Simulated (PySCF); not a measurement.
# C4H12Hf (HfMe4): the cost of one run

Programs: PySCF 2.14.0, with routines of our own; each step states its level. All values are computed. Atoms count from 0.

## 1. The starting structure

17 atoms, charge 0, multiplicity 1; geometry from: GFN2-xTB.

## 2. Relaxing the molecule at PBE0-D3(BJ)/def2-SVP

What the job is given:

```
{"job": {"xc": "PBE0", "basis": "def2-SVP", "d3": "d3bj", "grid": 1, "maxiter": 30, "shake": 0.03, "kind": "geom"}, "charge": 0, "multiplicity": 1}
Hf     0.067040    -0.075730     0.012240
C     -0.025770    -0.027910     2.310150
H     -1.081120     0.057410     2.714160
H      0.660500     0.820160     2.751490
H      0.410890    -0.950520     2.715990
C      2.177330     0.018550    -0.784400
H      2.286810    -0.119360    -1.867300
H      2.846690    -0.790220    -0.371140
H      2.726540     0.947670    -0.489270
C     -1.098460     1.889120    -0.725920
H     -1.033380     2.036030    -1.815510
H     -0.697110     2.828590    -0.284740
H     -2.254050     1.916390    -0.573420
C     -1.135550    -1.877020    -0.762320
H     -2.097310    -2.052470    -0.343360
H     -0.545010    -2.775550    -0.548710
H     -1.236590    -1.845720    -1.877690
```

Started as:

```sh
OMP_NUM_THREADS=1 python heavy_run.py task.json out
```

One launch serves the whole session: the jobs run in the order shown.

**Question.** How long does this first job take on 1 thread of Arm Neoverse V2, shared host, and how much memory does it need?

About 79 s, with a peak of 0.58 GiB.
